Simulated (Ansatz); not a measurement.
# Sc2BSb3: the cost of one run

Method: DFT PBE, scalar-relativistic, plane waves, PAW, in Ansatz 0.2.0.

**1. Starting point**

The structure is tetragonal, space group I4/mmm (No. 139). Conventional cell: a = 6.479 Å, b = 6.479 Å, c = 4.841 Å, α = 90.00°, β = 90.00°, γ = 90.00°. Sc (site symmetry mmm) has 2 Sb at 1.21 Å as nearest neighbours. B (site symmetry 4/mmm) is surrounded by 2 Sb at 2.42 Å. Sb (site symmetry 4/mmm) has 2 B at 2.42 Å as nearest neighbours. Around Sb (site symmetry -4m2) lie 2 Sc at 1.21 Å.

Structure file:

```xyz
6
Lattice="-3.2396 3.2396 2.4203 3.2396 -3.2396 2.4203 3.2396 3.2396 -2.4203" Properties=species:S:1:pos:R:3 pbc="T T T"
Sc    0.0000    3.2396    0.0000
Sc    3.2396    0.0000    0.0000
B     0.0000    0.0000    2.4203
Sb    0.0000    0.0000    0.0000
Sb    0.0000    3.2396    1.2101
Sb    3.2396    0.0000    1.2101
```

A structure generator made this guess: random cell by space group and Wyckoff sites (I4/mmm, No. 139). The dimensions are guesses.

**2. A first look at the guess**

input.yaml

```yaml
crystal:
  lattice:
    - [-3.23956796, 3.23956796, 2.42029391]
    - [3.23956796, -3.23956796, 2.42029391]
    - [3.23956796, 3.23956796, -2.42029391]
  atoms:
    - { symbol: Sc, position: [0.5, 0.0, 0.5] }
    - { symbol: Sc, position: [0.0, 0.5, 0.5] }
    - { symbol: B, position: [0.5, 0.5, 0.0] }
    - { symbol: Sb, position: [0.0, 0.0, 0.0] }
    - { symbol: Sb, position: [0.75, 0.25, 0.5] }
    - { symbol: Sb, position: [0.25, 0.75, 0.5] }
basis:
  ecutwfc: 420
kpoints:
  mp_grid: { grid: [4, 4, 4] }
hamiltonian:
  xc: pbe
scf:
  occupations: { method: gaussian, width: 0.1 }
  lower_state_search: "off"
output:
  forces: true
  stress: true
  eigenvalues: true
```

Command:

```bash
ansatz run input.yaml --threads 1 --pin off --max-ram 2560MiB --backend cpu --events-out ev --progress --plain --runs-dir out
```

**Question.** How long does this run take on 1 thread of Intel Xeon 6975P-C (Granite Rapids), shared host, and how much memory does it need?

About 11 s, with a peak of 0.45 GiB.
